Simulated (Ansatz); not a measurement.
**CH₉NSSi₂: up Jacob's ladder to CCSD(T)**

The task here is to estimate one member of a computed series from the others.

Method: functionals in def2-TZVPP, the program's frozen cores in correlated methods; program: Ansatz 0.2.0, Gaussian basis.

Plan: PBE-D4, r2SCAN-D4, PBE0-D4, B3LYP-D4, ωB97X-V, ωB97M-V, B2PLYP; CCSD(T)/def2-TZVPP; MP2/def2-QZVPP; extrapolation to the limit.

**The relaxed structure**

All runs share one geometry, relaxed beforehand with PBE0-D4 in a triple-zeta def2 set.

SMILES `NC[SiH2]S[SiH3]`, 14 atoms, charge 0, spin multiplicity 1.

Atoms are counted from 1 here; the program's logs count them from 0.

Bond lengths: N1–C2 1.462 Å, N1–H6 1.013 Å, N1–H7 1.014 Å, C2–Si3 1.885 Å, C2–H8 1.095 Å, C2–H9 1.095 Å, Si3–S4 2.148 Å, Si3–H10 1.491 Å, Si3–H11 1.487 Å, S4–Si5 2.135 Å, Si5–H12 1.483 Å, Si5–H13 1.487 Å, Si5–H14 1.484 Å. Angles: C2–N1–H6 110.7°, C2–N1–H7 110.1°, H6–N1–H7 106.6°, N1–C2–Si3 114.1°, N1–C2–H8 109.1°, N1–C2–H9 108.9°, Si3–C2–H8 109.3°, Si3–C2–H9 109.6°, H8–C2–H9 105.4°, C2–Si3–S4 109.6°, C2–Si3–H10 112.9°, C2–Si3–H11 109.7°, S4–Si3–H10 109.2°, S4–Si3–H11 105.3°, H10–Si3–H11 109.8°, Si3–S4–Si5 97.1°, S4–Si5–H12 106.9°, S4–Si5–H13 110.7° and more.

The first run:

Contents of in.yaml:

```yaml
crystal:
  periodic: [false, false, false]
  atoms:
    - {symbol: N, position_ang: [-2.378863, 0.391253, 0.134992]}
    - {symbol: C, position_ang: [-1.434770, -0.538113, -0.483162]}
    - {symbol: Si, position_ang: [0.009715, -1.022034, 0.627550]}
    - {symbol: S, position_ang: [1.000471, 0.748806, 1.332023]}
    - {symbol: Si, position_ang: [2.281480, 1.024004, -0.353568]}
    - {symbol: H, position_ang: [-2.815302, -0.029561, 0.946595]}
    - {symbol: H, position_ang: [-1.890937, 1.217365, 0.463132]}
    - {symbol: H, position_ang: [-1.972031, -1.441339, -0.792421]}
    - {symbol: H, position_ang: [-1.053884, -0.094265, -1.408376]}
    - {symbol: H, position_ang: [1.002022, -1.897944, -0.059642]}
    - {symbol: H, position_ang: [-0.500871, -1.699319, 1.849105]}
    - {symbol: H, position_ang: [2.839511, 2.394185, -0.250575]}
    - {symbol: H, position_ang: [1.518235, 0.889410, -1.622415]}
    - {symbol: H, position_ang: [3.382322, 0.028250, -0.354138]}
basis:
  gaussian: {orbitals: def2-TZVPP}
hamiltonian: {xc: pbe, dispersion: d4}
output: {forces: true, orbitals: {seedname: orbitals}}
```

On the command line:

```bash
$ ansatz run in.yaml --threads 2 --pin off --events-out ev --progress --plain --max-ram 20480MiB --backend cuda --devices 0, --max-vram 18GiB
```

Among the steps run: PBE-D4 (GGA); r2SCAN-D4 (meta-GGA); PBE0-D4 (hybrid); B3LYP-D4 (hybrid); ωB97X-V (range-separated); ωB97M-V (range-separated); B2PLYP (double hybrid); CCSD(T) in def2-TZVPP; MP2 in def2-QZVPP.

One of the session's tables, all rows but one given; the rest of the session is left out.

```
            method  atomisation energy (kcal/mol)
            PBE-D4                         1105.1
         r2SCAN-D4                         1097.6
           PBE0-D4                              ?
          B3LYP-D4                         1099.0
           ωB97X-V                         1107.4
           ωB97M-V                         1103.8
            B2PLYP                         1082.1
     HF/def2-TZVPP                          799.1
    MP2/def2-TZVPP                         1070.8
   CCSD/def2-TZVPP                         1053.6
CCSD(T)/def2-TZVPP                         1067.6
           MP2/CBS                         1102.9
       CCSD(T)/CBS                         1099.8
```

Q: Estimate the row for PBE0-D4 from the others.

The run gave: atomisation energy (kcal/mol): 1094.4. In the column «atomisation energy (kcal/mol)» it lies between B2PLYP (1082.1) and r2SCAN-D4 (1097.6).
